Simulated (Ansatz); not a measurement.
**CH₇ClGeO₂Si: a ladder of functionals and wavefunction methods**

One table from this session's results is given with a row withheld; the runs are named, their logs left out.

Computed with Ansatz 0.2.0, Gaussian basis. Level: functionals in def2-TZVPP, the program's frozen cores in correlated methods.

The runs, in order: PBE-D4, r2SCAN-D4, PBE0-D4, B3LYP-D4, ωB97X-V, ωB97M-V, B2PLYP; CCSD(T)/def2-TZVPP; MP2/def2-QZVPP; extrapolation to the limit.

## Structure used throughout

An earlier PBE0-D4 in a triple-zeta def2 set relaxation fixed the geometry.

SMILES `C[O][GeH]([Cl])[O][SiH3]`, 13 atoms, charge 0, spin multiplicity 1.

Atoms are counted from 1 here; the program's logs count them from 0.

Bond lengths: C1–O2 1.414 Å, C1–H7 1.095 Å, C1–H8 1.091 Å, C1–H9 1.096 Å, O2–Ge3 1.751 Å, Ge3–Cl4 2.147 Å, Ge3–O5 1.750 Å, Ge3–H10 1.519 Å, O5–Si6 1.642 Å, Si6–H11 1.486 Å, Si6–H12 1.487 Å, Si6–H13 1.483 Å. Angles: O2–C1–H7 111.8°, O2–C1–H8 107.5°, O2–C1–H9 111.7°, H7–C1–H8 108.5°, H7–C1–H9 108.9°, H8–C1–H9 108.4°, C1–O2–Ge3 120.6°, O2–Ge3–Cl4 108.7°, O2–Ge3–O5 110.5°, O2–Ge3–H10 108.7°, Cl4–Ge3–O5 107.0°, Cl4–Ge3–H10 111.9°, O5–Ge3–H10 110.0°, Ge3–O5–Si6 139.3°, O5–Si6–H11 111.0°, O5–Si6–H12 109.7°, O5–Si6–H13 108.1°, H11–Si6–H12 108.8° and more.

Set-up of the first run:

File in.yaml:

```yaml
crystal:
  periodic: [false, false, false]
  atoms:
    - {symbol: C, position_ang: [0.445320, -1.202594, -1.574677]}
    - {symbol: O, position_ang: [1.544502, -0.647260, -0.879413]}
    - {symbol: Ge, position_ang: [1.339910, 0.778073, 0.117091]}
    - {symbol: Cl, position_ang: [0.528769, 2.354496, -1.094055]}
    - {symbol: O, position_ang: [0.186258, 0.469545, 1.396972]}
    - {symbol: Si, position_ang: [-1.436695, 0.332863, 1.602779]}
    - {symbol: H, position_ang: [-0.024556, -0.471683, -2.241335]}
    - {symbol: H, position_ang: [0.823130, -2.029718, -2.177652]}
    - {symbol: H, position_ang: [-0.312020, -1.594639, -0.886587]}
    - {symbol: H, position_ang: [2.686880, 1.155098, 0.710618]}
    - {symbol: H, position_ang: [-2.171396, 1.157829, 0.609127]}
    - {symbol: H, position_ang: [-1.843365, -1.088463, 1.441298]}
    - {symbol: H, position_ang: [-1.766727, 0.786453, 2.975844]}
basis:
  gaussian: {orbitals: def2-TZVPP}
hamiltonian: {xc: pbe, dispersion: d4}
output: {forces: true, orbitals: {seedname: orbitals}}
```

On the command line:

```console
$ ansatz run in.yaml --threads 2 --pin off --events-out ev --progress --plain --max-ram 32768MiB --backend cuda --devices 0, --max-vram 18GiB
```

Among the steps run: PBE-D4 (GGA); r2SCAN-D4 (meta-GGA); PBE0-D4 (hybrid); B3LYP-D4 (hybrid); ωB97X-V (range-separated); ωB97M-V (range-separated); B2PLYP (double hybrid); CCSD(T) in def2-TZVPP; MP2 in def2-QZVPP.

One of the session's tables, all rows but one given; the rest of the session is left out.

| method | atomisation energy (kJ/mol) |
| --- | --- |
| PBE-D4 | 4526.6 |
| r2SCAN-D4 | 4511.3 |
| PBE0-D4 | 4457.1 |
| B3LYP-D4 | 4475.7 |
| ωB97X-V | 4530.5 |
| ωB97M-V | ? |
| B2PLYP | 4442.3 |
| HF/def2-TZVPP | 3266.6 |
| MP2/def2-TZVPP | 4484.7 |
| CCSD/def2-TZVPP | 4343.5 |
| CCSD(T)/def2-TZVPP | 4410.1 |
| MP2/CBS | 4599.3 |
| CCSD(T)/CBS | 4524.7 |

**Question.** Estimate the row for ωB97M-V.

The run gave: atomisation energy (kJ/mol): 4504.4. In the column «atomisation energy (kJ/mol)» it lies between MP2/def2-TZVPP (4484.7) and r2SCAN-D4 (4511.3).
